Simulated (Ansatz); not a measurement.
# N on a TiB₂(101) slab cut from the P6/mmm phase: an adsorbate along a line and in height, part 1 of 2

Aim: map the energy of N on a TiB₂(101) slab cut from the P6/mmm phase (9 atoms of substrate and one adsorbate in a 1 × 1 cell) over two coordinates, and find its wells, ridges and stiffness.

Method: DFT PBE, scalar-relativistic, plane waves, PAW, in Ansatz 0.2.0.

18 further runs of the same task are left out: 18 set aside as unsound or not needed.

### 1 The structure to begin with

Symmetry: P6/mmm, No. 191, hexagonal system. The conventional cell has a = 3.029 Å, b = 3.029 Å, c = 3.228 Å, α = 90.00°, β = 90.00°, γ = 120.00°. Ti (site symmetry 6/mmm) is surrounded by 12 B at 2.38 Å. Around B (site symmetry -6m2) lie 3 B at 1.75 Å and 6 Ti at 2.38 Å.

Coordinates:

```xyz
3
Lattice="3.0292 0.0000 0.0000 -1.5146 2.6234 0.0000 0.0000 0.0000 3.2284" Properties=species:S:1:pos:R:3 pbc="T T T"
Ti    0.0000    0.0000    0.0000
B     0.0000    1.7489    1.6142
B     1.5146    0.8745    1.6142
```

Source of the structure: the Crystallography Open Database.

### 2 Quick check of gap, pressure and forces

input.yaml

```yaml
crystal:
  lattice:
    - [3.0291982016, 0.0, 0.0]
    - [-1.5145991008, 2.6233625957, 0.0]
    - [0.0, 0.0, 3.2284]
  atoms:
    - { symbol: Ti, position: [0.0, 0.0, 0.0] }
    - { symbol: B, position: [0.3333333333, 0.6666666667, 0.5] }
    - { symbol: B, position: [0.6666666667, 0.3333333333, 0.5] }
basis:
  ecutwfc: 420
kpoints:
  mp_grid: { grid: [6, 6, 6] }
hamiltonian:
  xc: pbe
scf:
  occupations: { method: gaussian, width: 0.1 }
output:
  forces: true
  stress: true
  eigenvalues: true
```

The run is started by

```
ansatz run input.yaml --threads 1 --pin off --max-ram 3072MiB --backend cpu --events-out ev --progress --plain --runs-dir out
```

The log of the run (excerpt; [...] marks lines left out):

```text
Warning: RAYON_NUM_THREADS=1 ignored (pool sized by the plan → 1); use --threads N
[...]
Pseudopotentials: kind: paw
Pseudopotential: Ti, paw, valence charge 12, recommended cutoff 420 eV (normal), Ti.paw.azcp
Pseudopotential: B, paw, valence charge 3, recommended cutoff 420 eV (normal), B.paw.azcp
Functional definition: PBE
[...]
Crystal: 3 atoms, lattice volume = 25.655 Å³
Basis set: ecut = 420 eV, 503 PW (Γ), exchange–correlation on 48×48×48 points (8 copies of the dense FFT grid, shifted against one another)
Bands: 13, of which v1, the nominal top of the filled ones, is band 9 counted from 1 (8 counted from 0)
Symmetry: 24 space group operations
Space group: P6/mmm (ITA 191), of the structure as read, at distance tolerance 2.9e-5 Å
k-points: 28 of 216
[...]
SCF iter   1: F=—  HF=-2814.652146 eV  |F-HF|=—  |Δ(HF+E_count)|=         —  Δρ=3.72e-3  dr2=2.45e-3  ethr=1.77e-3  ⟨swp⟩=4.4  Hψ=1784  notcnv=0
[...]
SCF iter   6: F=-2814.651487 eV  HF=-2814.651487 eV  |F-HF|=4.09e-12  |Δ(HF+E_count)|=  2.83e-10  Δρ=2.61e-7  dr2=5.06e-12  ethr=4.87e-12  ⟨swp⟩=1.1  Hψ=977  notcnv=0
[...]
SCF converged after 6 iterations
Free energy (F): -2814.651487 eV
[...]
E sigma→0 (E₀):  -2814.648866 eV
Entropy (-TS):   -0.005242 eV (-1.747 meV/atom)
Fermi energy:    14.933766 eV
[...]
--- Forces (eV/Å), atoms counted from 1 ---
  atom   1  Ti     0.00000000     0.00000000     0.00000000
  atom   2  B     -0.00000000    -0.00000000     0.00000000
  atom   3  B      0.00000000     0.00000000     0.00000000
[...]
--- Stress (GPa, compression-positive) ---
        1.390533       0.000000       0.000000
        0.000000       1.390533       0.000000
        0.000000       0.000000      -1.225380
  P = ⅓ Tr σ = 0.5186 GPa (5.186 kbar)
--- Band table (eV; the first three rows and the last of 28) ---
  k-point 0: bands = ["-41.7542", "-18.1295", "-17.7913", "-17.7913", "1.6565", "12.5686", "12.5686", "12.8394", "13.0502", "17.0625", "17.0625", "18.8308", "18.8308"]
[...]
```

It took 1.4 s on 1 thread of Intel Xeon Platinum 8488C (Sapphire Rapids), shared host; peak memory 0.34 GiB.

From the probe: pressure 0.5 GPa, largest force 0.00 eV/Å, gap on this mesh none (metal). The gap decides the next run's mesh: 15×15×14 points.

### 3 Full relaxation

Changes to input.yaml since step 2:

```diff
@@ -12,3 +12,3 @@
 kpoints:
-  mp_grid: { grid: [6, 6, 6] }
+  mp_grid: { grid: [15, 15, 14] }
 hamiltonian:
@@ -21 +21,6 @@
   eigenvalues: true
+relax:
+  adjacent_minimum: "off"
+  f_tol: 0.005
+  max_steps: 80
+  cell: { stress_tol: 0.05 }
```

The run is started by

```
ansatz run input.yaml --threads 1 --pin off --max-ram 3072MiB --backend cpu --events-out ev --progress --plain --runs-dir out
```

The log of the run (excerpt; [...] marks lines left out):

```text
Warning: RAYON_NUM_THREADS=1 ignored (pool sized by the plan → 1); use --threads N
[...]
Pseudopotentials: kind: paw
Pseudopotential: Ti, paw, valence charge 12, recommended cutoff 420 eV (normal), Ti.paw.azcp
Pseudopotential: B, paw, valence charge 3, recommended cutoff 420 eV (normal), B.paw.azcp
Functional definition: PBE
[...]
Crystal: 3 atoms, lattice volume = 25.655 Å³
Basis set: ecut = 420 eV, 503 PW (Γ), exchange–correlation on 48×48×48 points (8 copies of the dense FFT grid, shifted against one another)
Bands: 13, of which v1, the nominal top of the filled ones, is band 9 counted from 1 (8 counted from 0)
Symmetry: 24 space group operations
Space group: P6/mmm (ITA 191), of the structure as read, at distance tolerance 2.9e-5 Å
k-points: 216 of 3150
[...]
SCF iter   1: F=—  HF=-2814.695311 eV  |F-HF|=—  |Δ(HF+E_count)|=         —  Δρ=2.99e-3  dr2=1.80e-3  ethr=1.77e-3  ⟨swp⟩=4.4  Hψ=13715  notcnv=0
[...]
        0.038846       0.000000      -0.000000
        0.000000       0.038846      -0.000000
       -0.000000      -0.000000       0.035867
  P = ⅓ Tr σ = 0.0379 GPa (0.379 kbar)
--- Band table (eV; the first three rows and the last of 216) ---
  k-point 0: bands = ["-41.7548", "-18.1127", "-17.8023", "-17.8023", "1.6567", "12.5444", "12.5444", "12.8634", "13.0590", "17.0637", "17.0637", "18.8331", "18.8331"]
[...]
--- Relaxed structure (3 steps of the walk, 3 accepted, 1 SCFs on fresh bases) ---
  F+E_penalty+E_count = -2814.69474142 eV   max|allowed force component| = 1.357e-16 eV/Å   (the final SCF, on the basis selected at the relaxed cell)
  cell:  # Å, volume = 25.6646 Å³
    - [3.0321012950304143, 4.661879894560955e-35, 0.0]
    - [-1.5160506475152071, 2.6258767483440337, 0.0]
    - [0.0, 0.0, 3.2234106352443344]
  atoms:
    - { symbol: Ti, position: [-2.3854504988069885e-35, -2.039293161327071e-36, 0.0] }
    - { symbol: B, position: [0.3333333333333333, 0.6666666666666666, 0.5000000000000001] }
    - { symbol: B, position: [0.6666666666666666, 0.3333333333333333, 0.5000000000000001] }
```

Run time: 13 s. Hardware: 1 thread of Intel Xeon Platinum 8488C (Sapphire Rapids), shared host; peak memory 0.45 GiB.

Relaxation path:

```
step  E - E(step 1) (eV/cell)  largest force component (eV/Å)  pressure (GPa)  volume (Å³)
   1                   0.0000                          0.0000            0.22        25.66
   2                  -0.0001                          0.0000            0.10        25.66
   3                  -0.0001                          0.0000            0.04        25.66
   4                  -0.0001                          0.0000            0.04        25.66
```

Step 1 is the start. Step 4 repeats the geometry before it on a plane-wave basis chosen anew for that cell, so its energy need not be comparable with the rows above.

|  | before | after | change |
| --- | --- | --- | --- |
| a (Å) | 3.029 | 3.032 | +0.1 % |
| b (Å) | 3.029 | 3.032 | +0.1 % |
| c (Å) | 3.228 | 3.223 | -0.2 % |
| volume (Å³/atom) | 8.55 | 8.55 | 0.0 % |
| shortest distance (Å) | 1.749 | 1.751 | +0.1 % |
| space group (0.01 Å) | P6/mmm | P6/mmm | same |

Forces and stress were held to the start's 24 operations: a distortion of lower symmetry was not tested.

### 4 Clean slab, lower half held

A dipole layer in the vacuum cancels the field that periodic copies would set up if the slab's two faces differ.

input.yaml

```yaml
crystal:
  lattice:
    - [3.032101295, 0.0, 0.0]
    - [-1.5160506475, 4.1575960387, 0.0]
    - [0.0, 0.0, 18.7503375116]
  atoms:
    - { symbol: B, position: [0.4162083559, 0.8324167117, 0.3733266132] }
    - { symbol: Ti, position: [0.699450027, 0.3989000541, 0.3914228113] }
    - { symbol: B, position: [0.9826916982, 0.9653833964, 0.4095190094] }
    - { symbol: B, position: [0.1156583829, 0.2313167658, 0.4819038019] }
    - { symbol: Ti, position: [0.3989000541, 0.7978001081, 0.5] }
    - { symbol: B, position: [0.6821417252, 0.3642834505, 0.5180961981] }
    - { symbol: B, position: [0.8151084099, 0.6302168198, 0.5904809906] }
    - { symbol: Ti, position: [0.0983500811, 0.1967001622, 0.6085771887] }
    - { symbol: B, position: [0.3815917523, 0.7631835045, 0.6266733868] }
basis:
  ecutwfc: 420
kpoints:
  mp_grid: { grid: [10, 7, 1] }
hamiltonian:
  xc: pbe
scf:
  occupations: { method: gaussian, width: 0.1 }
output:
  forces: true
  eigenvalues: true
relax:
  adjacent_minimum: "off"
  f_tol: 0.03
  max_steps: 50
  constraints: [{ sites: [0, 1, 2, 3] }]
efield:
  axis: 3
  dipole_correction: true
  ramp_width: 0.04
```

The run is started by

```
ansatz run input.yaml --threads 1 --pin off --max-ram 3072MiB --backend cpu --events-out ev --progress --plain --runs-dir out
```

The log of the run:

```text
[... 74 lines left out ...]
SCF 5 converged in 6 iterations: F = -8438.970677 eV  dr2 = 6.19e-8
relax step   5: F+E_penalty+E_count = -8438.97067692 eV  Δ(F+E_penalty+E_count) = -3.638e-3 eV  max|allowed force component| = 1.472e-2 eV/Å  Δτ_max = 0.0175 Å  (6 SCF iters, accepted)
SCF converged after 6 iterations
Free energy (F): -8438.970677 eV
Harris-Foulkes:  -8438.970677 eV  (|F-HF|=9.51e-8)
Internal energy: -8438.952109 eV  (E = F + TS)
E sigma→0 (E₀):  -8438.961393 eV
Entropy (-TS):   -0.018568 eV (-2.063 meV/atom)
Fermi energy:    1.821414 eV
Dipole field:    D = 0.010043 V/Å  (p = 0.013119 e·Å, saw-weighted, corrected)
Work function:   Φ+ = 4.4244 eV   Φ− = 4.6128 eV
Levels:          The Fermi level and band energies are counted from a zero that moves with the ramp; work functions are not
--- Per-component energies (eV) ---
  E_band       = -965.743955
  E_kinetic    = 1111.396111
  E_local      = -33066.383397  (includes V_loc(G=0)·N_el)
  E_nonlocal   = 89.391931
  E_hartree    = 16012.513303
  E_xc         = -487.822234
  E_vxc        = -598.222610  (∫ρ·V_xc dr)
  E_paw        = -3613.332469  (= ΣΔE_a)
  E_vpaw       = -526.956198  (= ΣTr[D̂ρ^β])
  E_aug_tail   = 0.000330  (compensation charges beyond the density's cutoff)
  E_efield     = 0.000066  (sawtooth field / dipole correction)
  E_vefield    = 0.007334  (∫n·V_field dr)
  E_ewald      = 11515.284250
  E_smearing   = -0.018568  (= −TS)
  E_closure    = 0.000000  (closes the sum)
  Σ components = -8438.970677   (vs F -8438.970677, Δ=0.00e0)
--- Forces (eV/Å), atoms counted from 1 ---
  atom   1  B     -0.00402823    -0.58793050     1.25547476
  atom   2  Ti     0.00799293     0.77826015     0.19298807
  atom   3  B     -0.00221787    -0.40076299    -1.54555514
  atom   4  B     -0.00218804     0.20613984     0.10045627
  atom   5  Ti     0.00080502    -0.00038232    -0.01472190
  atom   6  B     -0.00027336     0.00637317     0.01332994
  atom   7  B      0.00082871     0.00291449     0.00061224
  atom   8  Ti    -0.00079276     0.00947469    -0.01026105
  atom   9  B     -0.00012214    -0.01417776     0.00757839
  max |Σ_I F_I| component: 9.84e-5 eV/Å
--- Band table (eV; the first three rows and the last of 36) ---
  k-point 0: bands = ["-54.9323", "-54.8607", "-54.6240", "-31.3915", "-31.3325", "-31.1889", "-31.1424", "-31.0584", "-30.9667", "-30.8724", "-30.8454", "-30.7582", "-10.5109", "-8.7805", "-7.4776", "-3.8331", "-2.4047", "-1.9058", "-1.7863", "-1.4794", "-0.5921", "-0.4216", "-0.2562", "-0.1159", "0.5113", "0.6286", "1.5891", "1.7368", "3.3039", "3.3739", "3.5791", "3.8643", "4.5128", "4.6964", "5.4474", "5.5302"]
[... 3 lines left out ...]
--- Relaxed structure (5 steps of the walk, 4 accepted, 0 SCFs on fresh bases) ---
  F+E_penalty+E_count = -8438.97067692 eV   max|allowed force component| = 1.472e-2 eV/Å
  atoms:
    - { symbol: B, position: [0.41620835584999993, 0.8324167116999999, 0.37332661319999993] }
    - { symbol: Ti, position: [0.6994500270499999, 0.39890005409999996, 0.3914228113] }
    - { symbol: B, position: [0.9826916982, 0.9653833964, 0.4095190094] }
    - { symbol: B, position: [0.1156583829, 0.2313167658, 0.4819038019] }
    - { symbol: Ti, position: [0.3994230469327609, 0.7987873804610043, 0.4989139593377743] }
    - { symbol: B, position: [0.6841555001679024, 0.36820359190901253, 0.5180881890267174] }
    - { symbol: B, position: [0.8188849640754106, 0.6374753616919038, 0.5961965383588719] }
    - { symbol: Ti, position: [0.09783777120437351, 0.1958824013139841, 0.6065672212276164] }
    - { symbol: B, position: [0.39483993411379087, 0.789360261524334, 0.6206022307248039] }
```

It took 100 s on 1 thread of Intel Xeon Platinum 8488C (Sapphire Rapids), shared host; peak memory 0.62 GiB.

The relaxation lowered the energy by 0.194 eV over 5 steps; the largest move was 0.16 Å.

Atoms 1, 2, 3, 4 (counted from 1; the input counts from 0) are held at their places.

From the log: work function 4.42 eV (top face), 4.61 eV (bottom face); dipole along +c 0.013 e·Å per cell.

Plane-averaged electrostatic potential energy of an electron across the slab, counted from the Fermi level:

(z (Å), V (eV)): (1.17, 4.61), (1.46, 4.61), (1.76, 4.61), (2.05, 4.61), (2.64, 4.61), (2.93, 4.61), (3.22, 4.61), (3.52, 4.61), (3.81, 4.61), (4.10, 4.60), (4.39, 4.58), (4.98, 4.47), (5.27, 4.31), (5.57, 3.96), (5.86, 3.22), (6.15, 1.67), (6.45, -1.81), (6.74, -7.92), (7.32, -14.50), (7.62, -13.07), (7.91, -9.08), (8.20, -4.18), (8.50, -4.14), (8.79, -9.13), (9.08, -13.27), (9.67, -13.05), (9.96, -8.72), (10.25, -3.74), (10.55, -3.68), (10.84, -8.82), (11.13, -14.19), (11.43, -16.24), (12.01, -6.70), (12.30, -0.72), (12.60, 2.06), (12.89, 3.33), (13.18, 3.92), (13.48, 4.19), (13.77, 4.32), (14.36, 4.40), (14.65, 4.41), (14.94, 4.42), (15.23, 4.42), (15.53, 4.42), (15.82, 4.42), (16.11, 4.42), (16.70, 4.42), (16.99, 4.42), (17.29, 4.42), (17.58, 4.42)

### 5 The clean substrate in the cell of the map

input.yaml

```yaml
crystal:
  lattice:
    - [3.032101295, 0.0, 0.0]
    - [-1.5160506475, 4.1575960387, 0.0]
    - [0.0, 0.0, 21.636501287]
  atoms:
    - { symbol: B, position: [0.4162083558, 0.8324167117, 0.1848727734] }
    - { symbol: Ti, position: [0.699450027, 0.3989000541, 0.2005550604] }
    - { symbol: B, position: [0.9826916982, 0.9653833964, 0.2162373473] }
    - { symbol: B, position: [0.1156583829, 0.2313167658, 0.2789664953] }
    - { symbol: Ti, position: [0.3994230469, 0.7987873805, 0.2937076121] }
    - { symbol: B, position: [0.6841555002, 0.3682035919, 0.3103241285] }
    - { symbol: B, position: [0.8188849641, 0.6374753617, 0.3780133493] }
    - { symbol: Ti, position: [0.0978377712, 0.1958824013, 0.3870006528] }
    - { symbol: B, position: [0.3948399341, 0.7893602615, 0.3991634864] }
basis:
  ecutwfc: 420
kpoints:
  mp_grid: { grid: [9, 7, 1] }
hamiltonian:
  xc: pbe
scf:
  occupations: { method: gaussian, width: 0.1 }
output:
  forces: true
  eigenvalues: true
efield:
  axis: 3
  dipole_correction: true
  ramp_width: 0.04
```

The run is started by

```
ansatz run input.yaml --threads 1 --pin off --max-ram 3072MiB --backend cpu --events-out ev --progress --plain --runs-dir out
```

The log of the run (excerpt; [...] marks lines left out):

```text
[...]
SCF converged after 7 iterations
Free energy (F): -8438.971073 eV
[...]
E sigma→0 (E₀):  -8438.962121 eV
Entropy (-TS):   -0.017903 eV (-1.989 meV/atom)
Fermi energy:    0.992005 eV
Dipole field:    D = 0.008454 V/Å  (p = 0.012744 e·Å, saw-weighted, corrected)
Work function:   Φ+ = 4.4077 eV   Φ− = 4.5906 eV
Levels:          The Fermi level and band energies are counted from a zero that moves with the ramp; work functions are not
[...]
--- Forces (eV/Å), atoms counted from 1 ---
  atom   1  B     -0.00386280    -0.62806409     1.26840011
  atom   2  Ti     0.01194434     0.77514863     0.20257123
  atom   3  B     -0.00326111    -0.36132781    -1.55586127
  atom   4  B     -0.00756662     0.20045840     0.10533909
  atom   5  Ti    -0.00017936    -0.00341139    -0.01171075
  atom   6  B      0.00653484     0.01328874     0.00212225
  atom   7  B     -0.00208689    -0.03942324     0.00660716
  atom   8  Ti    -0.00302051     0.02165390    -0.01109129
[...]
--- Band table (eV; the first three rows and the last of 32) ---
[...]
```

It took 19 s on 1 thread of Intel Xeon Platinum 8488C (Sapphire Rapids), shared host; peak memory 0.61 GiB.

Read from this run: work function 4.41 eV (top face), 4.59 eV (bottom face); dipole along +c 0.013 e·Å per cell.

### 6 The grid

Atoms count from 1 in the order of the input.

N is moved along a line over the surface and along the normal, above a rigid substrate.

First coordinate, position of N10 along the diagonal of the surface cell, from above B9: 8 values from 0.00 to 3.87 Å, periodic. Second coordinate, height of N10 above the plane of B9: 7 values from 1.01 to 3.65 Å.

Nothing else is relaxed. Points are written as (first, second).

Of the runs on the grid, 8 are shown in the steps below; the others differ only in the two coordinates.

### 7 The run at (0.00 Å, 1.01 Å)

Changes to input.yaml since step 5:

```diff
@@ -15,2 +15,3 @@
     - { symbol: B, position: [0.3948399341, 0.7893602615, 0.3991634864] }
+    - { symbol: "N", position: [0.3948399341, 0.7893602615, 0.4458438617] }
 basis:
@@ -26,2 +27,6 @@
   eigenvalues: true
+  write_density: true
+  write_potential: true
+  elf: true
+  volumetric_format: npy
 efield:
```

The run is started by

```
ansatz run input.yaml --threads 1 --pin off --max-ram 3072MiB --backend cpu --events-out ev --progress --plain --runs-dir out
```

The log of the run (excerpt; [...] marks lines left out):

```text
Warning: RAYON_NUM_THREADS=1 ignored (pool sized by the plan → 1); use --threads N
[...]
Pseudopotentials: kind: paw
Pseudopotential: B, paw, valence charge 3, recommended cutoff 420 eV (normal), B.paw.azcp
Pseudopotential: Ti, paw, valence charge 12, recommended cutoff 420 eV (normal), Ti.paw.azcp
Pseudopotential: N, paw, valence charge 5, recommended cutoff 420 eV (normal), N.paw.azcp
Functional definition: PBE
[...]
Crystal: 10 atoms, lattice volume = 272.755 Å³
Basis set: ecut = 420 eV, 5329 PW (Γ), exchange–correlation on 48×60×300 points (8 copies of the dense FFT grid, shifted against one another)
Bands: 40, of which v1, the nominal top of the filled ones, is band 30 counted from 1 (29 counted from 0)
Symmetry: 1 space group operations
Space group: P1 (ITA 1), of the structure as read, at distance tolerance 6.5e-5 Å
k-points: 32 of 63 (time reversal used)
[...]
WARN: The output density's exchange-correlation potential varies sharply where the density is thin. Do not read a vacuum level from v_tot or v_xc, or from such a field of the output density. On a cell that repeats whose density bears no net charge and no dipole along the vacuum's axis use [...]
SCF converged after 10 iterations
Free energy (F): -8815.565220 eV
[...]
E sigma→0 (E₀):  -8815.549679 eV
Entropy (-TS):   -0.031084 eV (-3.108 meV/atom)
Fermi energy:    0.762284 eV
Dipole field:    D = -0.073977 V/Å  (p = -0.111509 e·Å, saw-weighted, corrected)
Work function:   Φ+ = 6.2836 eV   Φ− = 4.6830 eV
Levels:          The Fermi level and band energies are counted from a zero that moves with the ramp; work functions are not
[...]
--- Forces (eV/Å), atoms counted from 1 ---
  atom   1  B      0.00195261    -0.63321845     0.86132829
  atom   2  Ti     0.00205732     0.80478947     0.58558980
  atom   3  B      0.00053698    -0.32632293    -1.54783668
  atom   4  B      0.00252564     0.27271666    -0.12781937
  atom   5  Ti    -0.00520436     0.00843239     0.97492485
  atom   6  B      0.00064394    -0.03129816     0.00699042
  atom   7  B     -0.00102536    -1.69845034    -3.19199102
  atom   8  Ti     0.00041836     1.14392586     0.56454526
[...]
--- Band table (eV; the first three rows and the last of 32) ---
[...]
```

It took 34 s on 1 thread of Intel Xeon Platinum 8488C (Sapphire Rapids), shared host; peak memory 0.64 GiB.

From the log: work function 6.28 eV (top face), 4.68 eV (bottom face); dipole along +c -0.112 e·Å per cell.

The maps below are laid out on this run's own conventional cell (a, b, c = 8.315, 3.032, 21.637 Å).

Density in a lattice plane of the grid's cell (edges 8.32 and 21.64 Å, at 0.000 of the third edge), which holds B and Ti and N.

Ten even steps from ' ' (0.00 e/Å³) to '@' (9.99 e/Å³):
```
                    
                    
                    
                    
                    
                    
                    
                    
                    
                    
        --          
  %%                
  ..                
        @@          
                    
            ..@@..  
                    
                    
                    
                    
```
Columns run along the first of these edges and rows up along the second, over one cell in 10 and 20 even steps from the bottom left corner. Atoms in the plane (fractional): B at (0.42, 0.18), Ti at (0.70, 0.20), B at (0.98, 0.22), B at (0.12, 0.28), Ti at (0.40, 0.29), B at (0.68, 0.31), B at (0.82, 0.38), Ti at (0.10, 0.39), B at (0.39, 0.40), N at (0.39, 0.45).

ELF in the same plane.

Ten even steps from '0' (0.00) to '9' (0.93):
```
0000000000
0000000000
0000000000
0000000000
0000000000
0000000000
0000000000
0000000000
0001200000
0008970000
0007271200
3324062835
1312236767
6353026072
8772111126
1737163036
3359771002
0027520000
0000000000
0000000000
```
Columns run along the first of these edges and rows up along the second, over one cell in 10 and 20 even steps from the bottom left corner. Atoms in the plane (fractional): B at (0.42, 0.18), Ti at (0.70, 0.20), B at (0.98, 0.22), B at (0.12, 0.28), Ti at (0.40, 0.29), B at (0.68, 0.31), B at (0.82, 0.38), Ti at (0.10, 0.39), B at (0.39, 0.40), N at (0.39, 0.45).

Both are smooth fields of the valence electrons: close to the nuclei they are not physical.

The highest ELF values outside the cores: 0.96 beside N, off the lines to its neighbours, 0.6 Å from N; 0.92 beside B, off the lines to its neighbours, 1.1 Å from B; 0.88 on the B–B line, 0.9 Å from B.

(Continued in part 2 of 2.)
